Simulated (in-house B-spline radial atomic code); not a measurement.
# S⁵⁺: density, ELF and screening along the radius

How do the shells of S⁵⁺ show in real space, and how much do the settings move them?

Program: in-house B-spline radial atomic code version 1. Level of theory: several methods, spin-polarised, as named in each step; spherical all-electron atom at the radial basis limit. These are calculated values, not measurements, unless marked.

### 1 The atom as given

```
element       : sulfur (Z = 16)
charge        : +5
electrons     : 11
configuration : [Ne] 3s1
nucleus       : point (non-relativistic runs) or finite (X2C runs)
```

Outer shells as boxes (Hund's rule):

[Ne] 3s1
```
[Ne] core
3s [↑ ]
```

Where spins are not typed, each open shell is filled with up spins first.

### 2 SCAN, X2C, [Ne] 3s1

Settings, as recorded:

```ini
Z = 16
electrons = 11.0
configuration = [Ne] 3s1
hamiltonian = x2c
method = scan,scan
spin_polarised = True
nucleus = fermi
rms_radius = 3.2611
mass_number = 32
atomic_mass = 31.97207117354
speed_of_light = 137.035999084
```

Started as:

```console
python run_scf.py task.json out
```

task.json lists these runs, among others, and the program works through them in turn.

### 3 B97-1, X2C, [Ne] 3s1

Changes to the settings of step 2:

```diff
@@ -4,3 +4,3 @@
 hamiltonian = x2c
-method = scan,scan
+method = b97_1
 spin_polarised = True
```

### 4 r2SCAN, X2C, [Ne] 3s1

Changes to the settings of step 3:

```diff
@@ -4,3 +4,3 @@
 hamiltonian = x2c
-method = b97_1
+method = r2scan
 spin_polarised = True
```

### 5 LDA (VWN5), non-rel., [Ne] 4d1

Settings, as recorded:

```ini
Z = 16
electrons = 11.0
configuration = [Ne] 4d1
hamiltonian = nr
method = lda,vwn
spin_polarised = True
```

**Question.** How large is the system in each run, where do the shell borders lie, and what is the highest level?

**Answer**, as computed:

| run | total energy (hartree) | highest level (eV) | radius holding 50 / 90 / 99 % (bohr) | radius at n = 0.001 (bohr) | ELF minima on the full grid (bohr) |
| --- | --- | --- | --- | --- | --- |
| SCAN, X2C, [Ne] 3s1 | -392.3275 | -82.211 | 0.380 / 0.932 / 2.03 | 2.53 | 0.17, 1.0 |
| B97-1, X2C, [Ne] 3s1 | -392.2597 | -82.908 | 0.380 / 0.932 / 2.04 | 2.53 | 0.17, 1.0 |
| r2SCAN, X2C, [Ne] 3s1 | -392.2743 | -82.165 | 0.380 / 0.932 / 2.04 | 2.53 | 0.17, 1.0 |
| LDA (VWN5), non-rel., [Ne] 4d1 | -387.7724 | -30.208 | 0.383 / 0.977 / 4.62 | 4.29 | 0.16, 2.0 |

In the first run ELF has 2 minima on the grid, which mark the borders between shells. On the record's full grid the screened charge (r times the electrostatic potential) falls from 15.9 near the nucleus to 5.00 at 5.0 bohr; far out it tends to the net charge, 5. The radius that holds 99 % of the electrons runs from 2.03 bohr (SCAN, X2C, [Ne] 3s1) to 4.62 bohr (LDA (VWN5), non-rel., [Ne] 4d1). The grid is coarse (about 20 % a step), so the places of minima are rough. For X2C runs ELF uses the non-relativistic kinetic energy density, and the fields carry no picture-change correction.
